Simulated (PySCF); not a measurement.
O2ZnH2, in a box:

```
CELL_PARAMETERS angstrom
12.00000 0.00000 0.00000
0.00000 10.00000 0.00000
0.00000 0.00000 13.00000
ATOMIC_POSITIONS crystal
O 0.44651 0.46508 0.37652
Zn 0.50962 0.47419 0.49900
O 0.57549 0.46694 0.62030
H 0.37639 0.51041 0.37072
H 0.62577 0.53912 0.63451
```

Base run:

```yaml
Program: PySCF 2.14.0
Functional: HLE16
Potentials_or_basis: def2-svp (all-electron)
k_mesh: 1 × 1 × 1
Occupations: fixed
Spin: no spin polarisation
```

Its results: gap between the frontier levels 5.42 eV.

Problem. The run is repeated on the same cell with these changes: functional from HLE16 to PBE. What comes out?

Solution. Gap between the frontier levels 4.48 eV.

Caveats: this is a molecule in a periodic box at the Γ point, so its band gap is the HOMO-LUMO gap; the basis of atomic orbitals isn't converged, which shifts pressures, moduli and gaps.

